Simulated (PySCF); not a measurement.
**[Pr(OH)2]+: other functionals and bases at one geometry**

An exercise on one series of results from a longer session: the logs are not shown, and one member is left open.

Program: PySCF 2.14.0. Level of theory: several levels, as the steps say, no spin–orbit coupling. These are calculated values, not measurements.

1 further run of the same task is left out (for a known fault of the program).

## Starting geometry

5 atoms, charge 1, spin multiplicity 1.

Bond lengths: Pr1–O2 2.035 Å, Pr1–O4 2.035 Å, O2–H3 0.964 Å, O4–H5 0.964 Å. Angles: O2–Pr1–O4 109.7°, Pr1–O2–H3 166.8°, Pr1–O4–H5 166.8°.

Geometry (Å):

```
Pr    0.0000    0.0000   -0.6509
O     1.6635   -0.0345    0.5212
H     2.3039   -0.0470    1.2412
O    -1.6635    0.0345    0.5212
H    -2.3039    0.0470    1.2412
```

Formal oxidation states: Pr +3. Each metal's 2 4f electrons lie in its core potential, so multiplicities, spins and levels count the valence alone. An earlier session relaxed this geometry at PBE0, Pr lcecp-1-SVP with ECP48, O def2-SVP, H def2-SVP (singlet, point group C2v).

At PBE0 on the finer grid: E = -184.138701 Eh, HOMO -13.37 eV, LUMO -6.56 eV, Mulliken charge on Pr1 +1.44 e, largest force component 0.007 eV/Å. 

Levels to run: B3LYP; PBE; PBE0, TZVP. Hardware: 2 threads of Arm Neoverse V1, shared host.

The first run:

Contents of run.py (the lines that set the calculation):

```python
mol = gto.M(atom='''
Pr     0.00000     0.00000    -0.65088
O      1.66347    -0.03449     0.52120
H      2.30393    -0.04701     1.24122
O     -1.66347     0.03449     0.52120
H     -2.30393     0.04701     1.24122''',
    basis={'Pr': 'lcecp-1-SVP', 'O': 'def2-SVP', 'H': 'def2-SVP'},
    ecp={'Pr': 'lcecp-1-SVP'},
    charge=1, spin=0)
mf = dft.RKS(mol, xc='B3LYP')
mf.grids.atom_grid = (75, 302)  # f atoms: unpruned, at least (60, 302)
mf = mf.density_fit()  # fitting sets: Pr AutoAux, O def2-universal-JKFIT, H def2-universal-JKFIT
mf.conv_tol = 1e-08; mf.max_cycle = 55
mf.kernel(dm0)  # dm0: the density of the relaxed state
```

Run with:

```console
$ OMP_NUM_THREADS=2 python run.py
```

Among the steps run: B3LYP; PBE; PBE0, TZVP.

One of the session's tables, all rows but one given; the rest of the session is left out.

| level | HOMO (eV) | gap (eV) | charge on Pr1 (e) | dipole (D) | largest force component (eV/Å) |
| --- | --- | --- | --- | --- | --- |
| PBE0 (relaxed here) | -13.37 | 6.82 | 1.44 | 2.73 | 0.01 |
| B3LYP | -13.06 | 6.15 | 1.40 | 2.67 | 0.44 |
| PBE | -11.79 | 4.50 | 1.28 | 2.28 | 0.43 |
| PBE0, TZVP | ? | ? | ? | ? | ? |

**Question.** Estimate the row for PBE0, TZVP.

As computed: HOMO (eV): -13.44; gap (eV): 6.91; charge on Pr1 (e): 1.76; dipole (D): 2.96; largest force component (eV/Å): 0.17. In the column «HOMO (eV)» it is the lowest.

The dipole of a charged species depends on the origin, so these sizes hold for this origin alone.

In one basis the HOMO–LUMO gap runs from 4.50 eV (PBE) to 6.82 eV (PBE0). The largest leftover force, 0.44 eV/Å with B3LYP, stands at a geometry relaxed at another level. With 4f in the core, its levels are missing from HOMO and gap, and its count is fixed, so no charge can pass from the ligands into it. Total energies of different levels can't be compared.
